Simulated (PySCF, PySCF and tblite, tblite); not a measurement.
**C2H9BN2Si: conformers and averaged spectra**

Which conformers does C2H9BN2Si (`CB1CN[SiH2]N1`) populate, and what do their averaged NMR parameters look like?

Programs: PySCF 2.14.0 with density-fitted response routines of our own, and tblite 0.8.0. All values are computed, except where a source is named. Atoms count from 0 throughout.

### 1 The starting structure

15 atoms, charge 0, multiplicity 1; geometry from: UFF geometry.

Bonds of the start (Å): B1–C2 1.62, B1–N5 1.51, C0–B1 1.58, C0–H6 1.12, C0–H7 1.10, C0–H8 1.11, C2–H10 1.11, C2–H9 1.12, C2–N3 1.46, N3–H11 1.05, N3–Si4 1.77, N5–H14 1.04, Si4–H12 1.47, Si4–H13 1.47, Si4–N5 1.78.

### 2 GFN2-xTB relaxation, conformer 1

What the job is given:

```
{"job": {"xc": "GFN2-xTB", "basis": "xTB", "kind": "relax"}, "charge": 0, "multiplicity": 1}
C     -2.140100    -0.304400    -0.495300
B     -0.639700     0.032400    -0.153700
C      0.165600    -0.817800     0.965300
N      1.543900    -0.346800     1.042500
Si     1.671500     1.059300    -0.026200
N      0.087300     1.166000    -0.834900
H     -2.516900     0.400700    -1.276900
H     -2.216500    -1.337500    -0.867600
H     -2.766100    -0.198300     0.419000
H     -0.343000    -0.673100     1.949400
H      0.113400    -1.896000     0.696600
H      2.161800    -1.095400     0.647300
H      2.732000     0.853600    -1.017000
H      1.917600     2.275200     0.755700
H      0.224800     0.890000    -1.826000
```

Run with:

```bash
OMP_NUM_THREADS=1 python ens_run.py task.json out
```

One launch serves the whole session.

The log of the run:

```text
step      E/eV     max force
  0    -481.64215    3.113
  1    -481.89734    2.404
  2    -482.17264    1.293
  3    -482.29010    0.986
  4    -482.38805    0.897
  5    -482.46139    0.979
  6    -482.55317    1.022
  7    -482.61421    0.652
  8    -482.64211    0.778
  9    -482.67550    0.545
 10    -482.70276    0.445
 11    -482.73189    0.430
 12    -482.75067    0.347
 13    -482.76617    0.291
 14    -482.77892    0.272
 15    -482.79654    0.354
 16    -482.81493    0.335
 17    -482.82732    0.232
 18    -482.83528    0.242
 19    -482.84358    0.352
 20    -482.85142    0.432
 21    -482.86149    0.276
 22    -482.87142    0.329
 23    -482.88088    0.367
 24    -482.89111    0.474
 25    -482.90017    0.305
 26    -482.90320    0.535
 27    -482.90935    0.145
 28    -482.91206    0.148
 29    -482.91794    0.154
 30    -482.92035    0.175
 31    -482.92281    0.119
 32    -482.92499    0.119
 33    -482.92725    0.135
 34    -482.92929    0.160
 35    -482.93126    0.091
 36    -482.93280    0.092
 37    -482.93385    0.142
 38    -482.93466    0.085
 39    -482.93560    0.095
 40    -482.93695    0.097
 41    -482.93785    0.088
 42    -482.93849    0.063
 43    -482.93895    0.057
 44    -482.93946    0.064
 45    -482.94001    0.067
 46    -482.94059    0.077
 47    -482.94122    0.077
 48    -482.94194    0.066
 49    -482.94271    0.078
 50    -482.94341    0.073
 51    -482.94397    0.057
 52    -482.94443    0.058
 53    -482.94486    0.054
 54    -482.94525    0.048
 55    -482.94558    0.048
 56    -482.94584    0.048
 57    -482.94605    0.038
 58    -482.94605    0.038
 59    -482.94614    0.031
 60    -482.94629    0.026
 61    -482.94635    0.023
 62    -482.94645    0.022
 63    -482.94651    0.022
 64    -482.94659    0.026
 65    -482.94665    0.019
 66    -482.94668    0.014
 67    -482.94670    0.009
 68    -482.94672    0.012
 69    -482.94674    0.012
 70    -482.94675    0.012
 71    -482.94677    0.010
 72    -482.94678    0.012
 73    -482.94680    0.014
 74    -482.94683    0.013
 75    -482.94685    0.012
 76    -482.94688    0.013
 77    -482.94690    0.010
 78    -482.94691    0.009
 79    -482.94693    0.010
 80    -482.94694    0.010
 81    -482.94696    0.010
 82    -482.94697    0.007
 83    -482.94698    0.007
 84    -482.94698    0.008
 85    -482.94700    0.012
 86    -482.94701    0.013
 87    -482.94703    0.010
 88    -482.94705    0.012
 89    -482.94707    0.014
 90    -482.94709    0.012
 91    -482.94711    0.011
 92    -482.94712    0.008
 93    -482.94714    0.011
 94    -482.94715    0.011
 95    -482.94717    0.010
 96    -482.94718    0.007
 97    -482.94719    0.008
 98    -482.94719    0.008
 99    -482.94720    0.006
100    -482.94720    0.004
101    -482.94720    0.003
```

It took 0.55 s on 1 thread of Intel Xeon Platinum 8488C, shared host.

Gain 1.305 eV; displacement 0.37 Å root mean square.

### 3 Shieldings, conformer 1: PBE0/pcSseg-1

What the job is given:

```
{"job": {"xc": "PBE0", "basis": "pcSseg-1", "kind": "nmr", "pop": true}, "charge": 0, "multiplicity": 1}
C     -2.168168    -0.302873    -0.561546
B     -0.648119    -0.064829    -0.193956
C      0.176483    -0.909123     0.881618
N      1.522513    -0.350630     0.890032
Si     1.808243     0.955928    -0.161197
N      0.166628     0.912887    -0.759878
H     -2.536622     0.390298    -1.314632
H     -2.326677    -1.311297    -0.939404
H     -2.803353    -0.201066     0.316513
H     -0.260100    -0.846322     1.886536
H      0.217843    -1.977013     0.632672
H      2.174789    -0.777066     1.524839
H      2.753861     0.689369    -1.253077
H      2.075181     2.244195     0.492707
H     -0.156919     1.555532    -1.463140
```

The log of the run:

```text
coarse grid: 12592 points
cycle   1  E = -505.0416385332  dE =  6.772e-01  |g| = 5.960e-01  |ddm| = 3.438e+00
cycle   2  E = -504.9858880439  dE =  5.575e-02  |g| = 7.827e-01  |ddm| = 1.250e+00
cycle   3  E = -505.1248768466  dE = -1.390e-01  |g| = 7.286e-02  |ddm| = 7.628e-01
cycle   4  E = -505.1258566470  dE = -9.798e-04  |g| = 3.070e-02  |ddm| = 7.760e-02
cycle   5  E = -505.1260802708  dE = -2.236e-04  |g| = 4.438e-03  |ddm| = 2.514e-02
cycle   6  E = -505.1260835650  dE = -3.294e-06  |g| = 2.280e-03  |ddm| = 5.229e-03
final grid: 115888 points
cycle   7  E = -505.1534982979  dE = -2.653e-05  |g| = 9.234e-03  |ddm| = 2.259e-02
cycle   8  E = -505.1534847626  dE =  1.354e-05  |g| = 1.215e-02  |ddm| = 1.946e-02
cycle   9  E = -505.1535182426  dE = -3.348e-05  |g| = 9.594e-04  |ddm| = 1.130e-02
cycle  10  E = -505.1535184363  dE = -1.937e-07  |g| = 1.709e-04  |ddm| = 8.539e-04
cycle  11  E = -505.1535184425  dE = -6.224e-09  |g| = 3.075e-05  |ddm| = 1.582e-04
cycle  12  E = -505.1535184427  dE = -1.863e-10  |g| = 1.077e-05  |ddm| = 3.992e-05
converged SCF energy = -505.1535184427

GIAO shielding tensors (ppm)
atom      isotropic    diamagn.    paramagn.     s11        s22        s33       span
  0 C      184.215     251.712     -67.497    172.173    185.289    195.184     23.011
  1 B       51.142     190.673    -139.531     13.015     32.585    107.828     94.813
  2 C      143.632     249.650    -106.018    124.326    133.342    173.227     48.900
  3 N      256.958     322.782     -65.823    200.446    245.145    325.284    124.838
  4 Si     370.677     880.264    -509.587    338.584    351.971    421.477     82.894
  5 N      151.966     322.845    -170.879     57.935    193.420    204.541    146.606
  6 H       31.289      30.432       0.856     26.946     29.786     37.134     10.188
  7 H       31.195      29.888       1.306     27.137     29.009     37.439     10.301
  8 H       31.196      29.908       1.288     27.122     29.045     37.421     10.299
  9 H       28.604      31.059      -2.455     23.016     28.047     34.749     11.733
 10 H       28.598      31.055      -2.456     23.020     28.038     34.737     11.717
 11 H       31.993      31.458       0.535     21.603     29.778     44.598     22.995
 12 H       26.074      28.884      -2.810     22.788     23.381     32.053      9.266
 13 H       26.070      28.892      -2.821     22.787     23.377     32.048      9.261
 14 H       27.965      32.185      -4.221     23.262     25.627     35.006     11.744
```

Run time: 17 s. Hardware: 1 thread of Intel Xeon Platinum 8488C, shared host; peak memory 0.72 GiB.

Key values: HOMO -6.37 eV, LUMO 0.57 eV; dipole 0.26 D.

### 4 The ensemble: properties at PBE0/pcSseg-1

What the job is given:

```
{"job": {"study": "conf", "smiles": "CB1CN[SiH2]N1", "search": {"seed": 9623, "n_embed": 60, "ff_keep": 14, "window": 1.5, "nmax": 10, "temps": [150, 250, 298.15, 320, 450], "t_ref": 298.15, "order": 0.001, "w0": 50.0}, "level": {"nmr": {"xc": "PBE0", "basis": "pcSseg-1"}}, "kind": "conf"}, "charge": 0, "multiplicity": 1}
C     -2.168168    -0.302873    -0.561546
B     -0.648119    -0.064829    -0.193956
C      0.176483    -0.909123     0.881618
N      1.522513    -0.350630     0.890032
Si     1.808243     0.955928    -0.161197
N      0.166628     0.912887    -0.759878
H     -2.536622     0.390298    -1.314632
H     -2.326677    -1.311297    -0.939404
H     -2.803353    -0.201066     0.316513
H     -0.260100    -0.846322     1.886536
H      0.217843    -1.977013     0.632672
H      2.174789    -0.777066     1.524839
H      2.753861     0.689369    -1.253077
H      2.075181     2.244195     0.492707
H     -0.156919     1.555532    -1.463140
```

The log of the run:

```text
conformer  sym    E(xTB)   E(DFT)   G(298.15 K)  weight  dipole/D
    1     Cs      0.000    0.000    0.000   1.0000    0.256

mean shielding (ppm) by class
class atoms           150 K      250 K   298.15 K      320 K      450 K
  0 C  0            184.215    184.215    184.215    184.215    184.215
  1 B  1             51.142     51.142     51.142     51.142     51.142
  2 C  2            143.632    143.632    143.632    143.632    143.632
  3 N  3            256.958    256.958    256.958    256.958    256.958
  4 Si 4            370.677    370.677    370.677    370.677    370.677
  5 N  5            151.966    151.966    151.966    151.966    151.966
  6 H  6,7,8         31.227     31.227     31.227     31.227     31.227
  7 H  9,10          28.601     28.601     28.601     28.601     28.601
  8 H  11            31.993     31.993     31.993     31.993     31.993
  9 H  12,13         26.072     26.072     26.072     26.072     26.072
 10 H  14            27.965     27.965     27.965     27.965     27.965
```

It took 19 s on 1 thread of Intel Xeon Platinum 8488C, shared host. This counts the runs that the step sums up.

The search (ETKDG and KDG, UFF, GFN2-xTB) embedded 60 structures, kept 3 distinct ones after the force field and 1 after xTB; 1 was carried on (window 1.5 kcal/mol at the search's own energies). Energies: PBE0/pcSseg-1 with D3(BJ).

The conformers at 298 K:

```csv
no.,group,mirror pair,ΔE xTB,ΔE DFT,ΔG,weight (%),μ (D),"A, B, C (GHz)"
1,Cs,no,0.00,0.00,0.00,100.0,0.26,"5.60, 2.21, 1.65"
```

Energies in kcal/mol. ΔG holds xTB vibrations and rotation, symmetry numbers and mirror pairs.

Shifts against references run at the same level (¹H TMS 31.72, ²⁹Si TMS 349.2, ¹¹B BF3·OEt2 100.1, ¹³C TMS 186.9, ¹⁵N NH3 267.7 ppm of shielding), by class of atoms, at 298 K:

```csv
atoms,environment,average
C2,sp3 CH2 bonded to B and N,43.3
C0,methyl carbon bonded to B,2.7
"H12, H13","hydrogen on a silicon bonded to 2 N, in a 5-membered ring",5.64
H14,"hydrogen on a nitrogen bonded to B, Si, in a 5-membered ring",3.75
"H9, H10",hydrogen on an sp3 CH2 bonded to B and N,3.12
"H6, H7, H8",hydrogen on a methyl carbon bonded to B,0.49
H11,"hydrogen on a nitrogen bonded to C, Si, in a 5-membered ring",-0.28
B1,"boron bonded to 2 C, N, in a 5-membered ring",48.9
N5,"nitrogen bonded to B, Si, H, in a 5-membered ring",115.8
N3,"nitrogen bonded to C, Si, H, in a 5-membered ring",10.8
Si4,"silicon bonded to 2 N, 2 H, in a 5-membered ring",-21.5
```

Effective distances for nuclear Overhauser effects, ⟨r⁻⁶⟩^(−1/6) over all pairs of two classes (Å): H9···H11 2.46; H6···H14 3.05; H12···H14 3.05; H11···H12 3.19; H6···H9 3.40.

### 5 Shieldings, conformer 1: B97-2/pcSseg-1 in methanol

Changed since step 3:

```diff
@@ -1,2 +1,2 @@
-{"job": {"xc": "PBE0", "basis": "pcSseg-1", "kind": "nmr", "pop": true}, "charge": 0, "multiplicity": 1}
+{"job": {"xc": "B97-2", "basis": "pcSseg-1", "solvent": "methanol", "kind": "nmr", "pop": false}, "charge": 0, "multiplicity": 1}
 C     -2.168168    -0.302873    -0.561546
```

The log of the run:

```text
coarse grid: 12592 points
cycle   1  E = -505.3706230453  dE =  6.373e-01  |g| = 6.021e-01  |ddm| = 3.450e+00
cycle   2  E = -505.3108678473  dE =  5.976e-02  |g| = 7.986e-01  |ddm| = 1.269e+00
cycle   3  E = -505.4558239639  dE = -1.450e-01  |g| = 7.762e-02  |ddm| = 7.602e-01
cycle   4  E = -505.4570258519  dE = -1.202e-03  |g| = 2.827e-02  |ddm| = 7.767e-02
cycle   5  E = -505.4572181435  dE = -1.923e-04  |g| = 4.387e-03  |ddm| = 2.273e-02
cycle   6  E = -505.4572209101  dE = -2.767e-06  |g| = 2.563e-03  |ddm| = 5.163e-03
final grid: 115888 points
cycle   7  E = -505.4751831479  dE = -4.705e-05  |g| = 5.065e-03  |ddm| = 2.307e-02
cycle   8  E = -505.4751775613  dE =  5.587e-06  |g| = 6.987e-03  |ddm| = 8.569e-03
cycle   9  E = -505.4751879946  dE = -1.043e-05  |g| = 6.712e-04  |ddm| = 5.132e-03
cycle  10  E = -505.4751880656  dE = -7.098e-08  |g| = 1.713e-04  |ddm| = 5.150e-04
cycle  11  E = -505.4751880726  dE = -7.024e-09  |g| = 5.620e-05  |ddm| = 2.123e-04
cycle  12  E = -505.4751880733  dE = -6.230e-10  |g| = 1.780e-05  |ddm| = 5.316e-05
converged SCF energy = -505.4751880733

GIAO shielding tensors (ppm)
atom      isotropic    diamagn.    paramagn.     s11        s22        s33       span
  0 C      184.490     251.960     -67.470    173.070    185.507    194.893     21.823
  1 B       53.575     191.304    -137.729     17.336     35.598    107.790     90.454
  2 C      143.689     249.863    -106.174    124.904    132.981    173.181     48.276
  3 N      256.576     323.470     -66.894    201.359    247.810    320.560    119.201
  4 Si     379.079     880.408    -501.330    346.989    363.094    427.153     80.165
  5 N      153.867     323.724    -169.857     61.703    192.195    207.703    146.000
  6 H       31.344      30.568       0.775     27.012     29.855     37.164     10.152
  7 H       31.311      30.078       1.233     27.292     29.139     37.503     10.211
  8 H       31.314      30.099       1.215     27.278     29.176     37.487     10.208
  9 H       28.710      31.210      -2.500     23.175     28.117     34.838     11.663
 10 H       28.706      31.207      -2.500     23.180     28.111     34.828     11.648
 11 H       31.585      31.217       0.368     21.350     29.113     44.293     22.943
 12 H       26.350      29.193      -2.843     23.058     23.652     32.339      9.281
 13 H       26.347      29.204      -2.857     23.058     23.648     32.335      9.276
 14 H       27.592      31.882      -4.290     22.699     25.210     34.866     12.167
```

Run time: 17 s. Hardware: 1 thread of Intel Xeon Platinum 8488C, shared host; peak memory 0.84 GiB.

In short: HOMO -6.11 eV, LUMO 0.73 eV; dipole 0.33 D.

### 6 Single-point energy, conformer 1: BLYP/cc-pVDZ in methanol

Changed since step 5:

```diff
@@ -1,2 +1,2 @@
-{"job": {"xc": "B97-2", "basis": "pcSseg-1", "solvent": "methanol", "kind": "nmr", "pop": false}, "charge": 0, "multiplicity": 1}
+{"job": {"xc": "BLYP", "basis": "cc-pVDZ", "solvent": "methanol", "kind": "sp"}, "charge": 0, "multiplicity": 1}
 C     -2.168168    -0.302873    -0.561546
```

The log of the run:

```text
coarse grid: 12592 points
cycle   1  E = -505.2455090261  dE =  6.320e-01  |g| = 8.305e-01  |ddm| = 7.751e+00
cycle   2  E = -504.8474346839  dE =  3.981e-01  |g| = 1.510e+00  |ddm| = 4.059e+00
cycle   3  E = -505.4094442823  dE = -5.620e-01  |g| = 1.799e-01  |ddm| = 2.530e+00
cycle   4  E = -505.4165791022  dE = -7.135e-03  |g| = 6.320e-02  |ddm| = 3.553e-01
cycle   5  E = -505.4175598406  dE = -9.807e-04  |g| = 1.540e-02  |ddm| = 1.236e-01
cycle   6  E = -505.4175968680  dE = -3.703e-05  |g| = 9.429e-03  |ddm| = 3.282e-02
cycle   7  E = -505.4176168578  dE = -1.999e-05  |g| = 6.824e-04  |ddm| = 1.376e-02
cycle   8  E = -505.4176169538  dE = -9.604e-08  |g| = 2.845e-04  |ddm| = 1.776e-03
final grid: 115888 points
cycle   9  E = -505.4436027980  dE = -1.884e-05  |g| = 1.129e-02  |ddm| = 6.374e-02
cycle  10  E = -505.4435476825  dE =  5.512e-05  |g| = 1.893e-02  |ddm| = 4.954e-02
cycle  11  E = -505.4436324802  dE = -8.480e-05  |g| = 2.453e-03  |ddm| = 3.066e-02
cycle  12  E = -505.4436338460  dE = -1.366e-06  |g| = 3.157e-04  |ddm| = 3.708e-03
cycle  13  E = -505.4436338710  dE = -2.504e-08  |g| = 1.185e-04  |ddm| = 8.417e-04
cycle  14  E = -505.4436338742  dE = -3.147e-09  |g| = 3.674e-05  |ddm| = 2.096e-04
cycle  15  E = -505.4436338745  dE = -2.955e-10  |g| = 7.610e-06  |ddm| = 7.837e-05
converged SCF energy = -505.4436338745
```

Run time: 7.8 s. Hardware: 1 thread of Intel Xeon Platinum 8488C, shared host; peak memory 0.55 GiB.

In short: HOMO -4.57 eV, LUMO 0.22 eV; dipole 0.37 D.

### 7 Averages: properties at B97-2/pcSseg-1 in methanol

Changed since step 4:

```diff
@@ -1,2 +1,2 @@
-{"job": {"study": "conf", "smiles": "CB1CN[SiH2]N1", "search": {"seed": 9623, "n_embed": 60, "ff_keep": 14, "window": 1.5, "nmax": 10, "temps": [150, 250, 298.15, 320, 450], "t_ref": 298.15, "order": 0.001, "w0": 50.0}, "level": {"nmr": {"xc": "PBE0", "basis": "pcSseg-1"}}, "kind": "conf"}, "charge": 0, "multiplicity": 1}
+{"job": {"study": "conf", "smiles": "CB1CN[SiH2]N1", "search": {"seed": 9623, "n_embed": 60, "ff_keep": 14, "window": 1.5, "nmax": 10, "temps": [150, 250, 298.15, 320, 450], "t_ref": 298.15, "order": 0.001, "w0": 50.0}, "level": {"nmr": {"xc": "B97-2", "basis": "pcSseg-1", "solvent": "methanol"}, "sp": {"xc": "BLYP", "basis": "cc-pVDZ", "solvent": "methanol"}, "change": "B97-2/pcSseg-1; solvent methanol; energies BLYP/cc-pVDZ", "top": 4}, "kind": "conf"}, "charge": 0, "multiplicity": 1}
 C     -2.168168    -0.302873    -0.561546
```

The log of the run:

```text
conformer  sym    E(xTB)   E(DFT)   G(298.15 K)  weight  dipole/D
    1     Cs      0.000    0.000    0.000   1.0000    0.367

mean shielding (ppm) by class
class atoms           150 K      250 K   298.15 K      320 K      450 K
  0 C  0             184.49     184.49     184.49     184.49     184.49
  1 B  1             53.575     53.575     53.575     53.575     53.575
  2 C  2            143.689    143.689    143.689    143.689    143.689
  3 N  3            256.576    256.576    256.576    256.576    256.576
  4 Si 4            379.079    379.079    379.079    379.079    379.079
  5 N  5            153.867    153.867    153.867    153.867    153.867
  6 H  6,7,8         31.323     31.323     31.323     31.323     31.323
  7 H  9,10          28.708     28.708     28.708     28.708     28.708
  8 H  11            31.585     31.585     31.585     31.585     31.585
  9 H  12,13         26.348     26.348     26.348     26.348     26.348
 10 H  14            27.592     27.592     27.592     27.592     27.592
```

Wall time 25 s (1 thread of Intel Xeon Platinum 8488C, shared host). This counts the runs that the step sums up.

Against the first level, at 298 K (shieldings, ppm; largest changes first):

```csv
atoms,PBE0/pcSseg-1,B97-2/pcSseg-1 in methanol,change
Si4,370.7,379.1,+8.4
B1,51.1,53.6,+2.4
N5,152.0,153.9,+1.9
H11,31.99,31.59,-0.41
N3,257.0,256.6,-0.4
H14,27.96,27.59,-0.37
"H12, H13",26.07,26.35,+0.28
C0,184.2,184.5,+0.3
"H9, H10",28.60,28.71,+0.11
"H6, H7, H8",31.23,31.32,+0.10
```

Weights: from PBE0/pcSseg-1 energies 1: 100 %; from BLYP/cc-pVDZ in methanol energies 1: 100 % (with a dispersion term where the level has one and the same thermal terms, so they don't follow from the SCF energies alone). Times: 19 s and 25 s.

### 8 Outcome

| quantity | value |
| --- | --- |
| conformers | 1; the first in weight is no. 1 (Cs), 100 % at 298 K |
| root-mean-square dipole | 0.26 D |
| averaged ¹³C shifts (PBE0/pcSseg-1) | 43.3, 2.7 ppm |
| averaged ¹H shifts (PBE0/pcSseg-1) | 5.64, 3.75, 3.12, 0.49, -0.28 ppm |
| averaged ²⁹Si shifts (PBE0/pcSseg-1) | -21.5 ppm |

In words: The search found one conformer in the window, so the averages are its own values. Where an open-chain amide-type bond turns slowly on the NMR time scale, such averages don't hold. Protons on O, N, S or Se exchange and bind to solvent, so their values hold for the lone molecule only. Going from PBE0/pcSseg-1 to B97-2/pcSseg-1 in methanol moves Si4 most, by 8.4 ppm of raw shielding.
